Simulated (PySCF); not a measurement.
# C5H5F5S: the cost of one run

Programs: PySCF 2.14.0, with density-fitted response routines of our own. Each step states its level of theory. These are calculated values for one molecule, in the gas phase or a continuum, unless marked as measured. Atoms count from 0, in the outputs and in this text.

## 1. Starting geometry

16 atoms, charge 0, multiplicity 1; geometry from: GFN2-xTB. The atoms were then displaced at random by about 0.01 Å, so the start is not that level's minimum.

Bonds of the start (Å): C0–C1 1.51, C1–C2 1.50, C2–S3 1.59, C1–C4 1.53, C4–F5 1.36, C4–F6 1.37, C4–C7 1.56, C7–F8 1.33, C7–F9 1.34, C7–F10 1.32, C0–H11 1.08, C0–H12 1.14, C0–H13 1.10, C1–H14 1.09, C2–H15 1.09.

## 2. Optimising the geometry at PBE0-D3(BJ)/def2-SVP

Job settings and geometry (Å):

```
{"job": {"xc": "PBE0", "basis": "def2-SVP", "d3": "d3bj", "grid": 1, "shake": 0.01, "kind": "geom"}, "charge": 0, "multiplicity": 1}
C     -1.553410     1.041900     0.450790
C     -0.505540     0.267670    -0.313820
C     -1.031550    -1.107270    -0.607250
S     -1.449710    -1.580540    -2.063970
C      0.775430     0.205730     0.523750
F      0.564380    -0.421040     1.708040
F      1.213360     1.455880     0.854420
C      1.964130    -0.498360    -0.197120
F      3.082010    -0.419580     0.511650
F      1.674510    -1.799630    -0.370290
F      2.150090     0.036390    -1.384870
H     -1.805190     0.582850     1.397080
H     -2.502350     1.134870    -0.168230
H     -1.232920     2.077230     0.653650
H     -0.260930     0.774460    -1.247740
H     -1.101380    -1.752930     0.264640
```

Run with:

```console
$ OMP_NUM_THREADS=1 python probes_run.py task.json out
```

One launch serves the whole session: the jobs run in the order shown.

Q: Estimate the wall time and peak memory of this first job on 1 thread of Arm Neoverse N1, shared host.

About 5.7 min, with a peak of 0.8 GiB.
